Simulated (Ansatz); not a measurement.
# SiNH4ClO (SMILES N[SiH](O)Cl) at wB97X/6-31G(d) (spherical functions)

What is the vertical ionisation energy of SiNH4ClO at wB97X/6-31G* (spherical functions)? 

The calculation is run with Ansatz 0.2.0.

128 further runs of the same task are left out: 128 set aside as unsound or not needed.

### 1 The system as given

SiNH4ClO has 8 atoms, charge 0, and is taken as a singlet. As SMILES, `N[SiH](O)Cl`. The shape is that of a PBE0-D4/def2-TZVP optimisation. This is one conformer, not always the lowest.

Bond lengths: N1–Si2 1.700 Å, Si2–O3 1.631 Å, Si2–Cl4 2.058 Å, N1–H5 1.006 Å, N1–H6 1.007 Å, Si2–H7 1.474 Å, O3–H8 0.960 Å. Angles: N1–Si2–O3 111.2°, N1–Si2–Cl4 104.5°, O3–Si2–Cl4 112.6°, N1–Si2–H7 117.4°, O3–Si2–H7 103.8°, Cl4–Si2–H7 107.5°, Si2–N1–H5 120.7°, Si2–N1–H6 121.4°, Si2–O3–H8 116.7°, H5–N1–H6 112.4°.

### 2 A single-point energy at wB97X/6-31G(d) (spherical functions)

The input, in.yaml:

```yaml
crystal:
  periodic: [false, false, false]
  atoms:
    - {symbol: "N", position_ang: [-0.749800, 0.885600, -0.289000]}
    - {symbol: Si, position_ang: [0.524400, -0.226200, -0.115300]}
    - {symbol: O, position_ang: [0.551300, -0.861300, 1.386900]}
    - {symbol: Cl, position_ang: [0.173100, -1.641600, -1.566900]}
    - {symbol: H, position_ang: [-1.217200, 0.998000, -1.172700]}
    - {symbol: H, position_ang: [-0.806900, 1.712400, 0.283000]}
    - {symbol: H, position_ang: [1.896700, 0.277200, -0.308600]}
    - {symbol: H, position_ang: [-0.279500, -1.201200, 1.726700]}
basis:
  gaussian:
    orbitals: 6-31G_st_-spherical.json
hamiltonian:
  xc: {name: wB97X}
accuracy: high
output: {orbitals: {seedname: orbitals}}
```

The basis set 6-31G* is read from a file made from the Basis Set Exchange's data (not shown).

The run is started by

```console
$ ansatz run in.yaml --threads 1 --pin off --max-ram 3480MiB --events-out events.jsonl --progress --plain --runs-dir runs
```

The program printed:

```text
Warning: RAYON_NUM_THREADS=1 ignored (pool sized by the plan → 1); use --threads N
Functional definition: wB97X
  name "wB97X"
  parameter omega = 0.3/bohr
  parameter cx = 0.157706
  parameter cx1 = 0.726479
  parameter cx2 = 1.04760
  parameter cx3 = -5.70635
  parameter cx4 = 13.2794
  parameter css1 = -4.33879
  parameter css2 = 18.2308
  parameter css3 = -31.7430
  parameter css4 = 17.2901
  parameter cos1 = 2.37031
  parameter cos2 = -11.3995
  parameter cos3 = 6.58405
  parameter cos4 = -3.78132
  exchange = spin_sum(e_x_unif_sr(omega)*poly(b97_u_x, 1 - cx, cx1, cx2, cx3, cx4)) + cx*exact_x_sr(omega)
      + exact_x_lr(omega)
  correlation = spin_sum(e_c_pw_same_spin*poly(b97_u_same, 1, css1, css2, css3, css4))
      + integral(e_c_pw_opposite_spin*poly(b97_u_opposite, 1, cos1, cos2, cos3, cos4))
1602 factors; integrals over basis functions are off by at most 3.7e-9 eV
335 factors; integrals over basis functions are off by at most 3.2e-9 eV
mean field evaluation 1: about -23997.6512 eV, gradient 5.6e1 eV
mean field evaluation 2: about -23998.3060 eV, gradient 5.3e1 eV
mean field evaluation 4: about -24003.3308 eV, gradient 1.8e0 eV
mean field evaluation 8: about -24003.4765 eV, gradient 1.5e-1 eV
mean field evaluation 16: about -24003.4766 eV, gradient 1.6e-5 eV
mean field -24003.47657989 eV, -882.1114941702 hartree, gradient 6.3e-8 eV, S^2 0.000000; 0 other end points of the search recorded, 0 dependent functions left out
reference -24003.47657714 eV, -882.1114940692 hartree; 25, 25 occupied and 47, 47 virtual orbitals, 1602 factors
Total energy: -24003.47657714 eV, -882.1114940692 hartree
```

Wall time 13 s (1 thread of Intel Xeon 6975P-C (Granite Rapids), shared host); peak memory 0.44 GiB.

### 3 The doublet cation

The input, input.yaml:

```yaml
crystal:
  periodic: [false, false, false]
  atoms:
    - {symbol: "N", position_ang: [-0.749800, 0.885600, -0.289000]}
    - {symbol: Si, position_ang: [0.524400, -0.226200, -0.115300]}
    - {symbol: O, position_ang: [0.551300, -0.861300, 1.386900]}
    - {symbol: Cl, position_ang: [0.173100, -1.641600, -1.566900]}
    - {symbol: H, position_ang: [-1.217200, 0.998000, -1.172700]}
    - {symbol: H, position_ang: [-0.806900, 1.712400, 0.283000]}
    - {symbol: H, position_ang: [1.896700, 0.277200, -0.308600]}
    - {symbol: H, position_ang: [-0.279500, -1.201200, 1.726700]}
basis:
  gaussian:
    orbitals: 6-31G_st_-spherical.json
total_charge: 1
magnetization:
  spin_polarized: true
  initial_magnetization: 1
hamiltonian:
  xc: {name: wB97X}
accuracy: high
output: {orbitals: {seedname: orbitals}}
```

The basis set 6-31G* is read from a file made from the Basis Set Exchange's data (not shown).

The run is started by

```console
$ ansatz run input.yaml --threads 1 --pin off --max-ram 3480MiB --events-out events.jsonl --progress --plain --runs-dir runs
```

The program printed (excerpt; [...] marks lines left out):

```text
Warning: RAYON_NUM_THREADS=1 ignored (pool sized by the plan → 1); use --threads N
[... 2 set-up lines as earlier in the session ...]
[...]
      + exact_x_lr(omega)
[...]
      + integral(e_c_pw_opposite_spin*poly(b97_u_opposite, 1, cos1, cos2, cos3, cos4))
1601 factors; integrals over basis functions are off by at most 3.7e-9 eV
335 factors; integrals over basis functions are off by at most 3.2e-9 eV
[...]
mean field -23993.00796407 eV, -881.7267796347 hartree, gradient 7.8e-8 eV, S^2 0.756560; 4 other end points of the search recorded, 0 dependent functions left out
reference -23993.00796134 eV, -881.7267795345 hartree; 25, 24 occupied and 47, 48 virtual orbitals, 1601 factors
Total energy: -23993.00796134 eV, -881.7267795345 hartree
```

Wall time 36 s (1 thread of Intel Xeon 6975P-C (Granite Rapids), shared host); peak memory 0.76 GiB.

### 4 Results

Level: wB97X/6-31G* (spherical functions).

```
                                          quantity          value
                    singlet SiNH4ClO: total energy  -882.11149 Eh
                     singlet SiNH4ClO: HOMO energy      -10.29 eV
                     singlet SiNH4ClO: LUMO energy        3.70 eV
                   singlet SiNH4ClO: HOMO–LUMO gap       13.99 eV
                      doublet cation: total energy  -881.72678 Eh
doublet cation: HOMO energy (highest over α and β)      -16.53 eV
 doublet cation: LUMO energy (lowest over α and β)      -10.60 eV
                              doublet cation: ⟨S²⟩          0.757
vertical ionisation energy (to the doublet cation)      10.469 eV
```

Removing an electron at fixed nuclei costs 10.47 eV (241 kcal/mol). The negative HOMO energy of the first species, 10.29 eV, lies 0.18 eV below that difference.
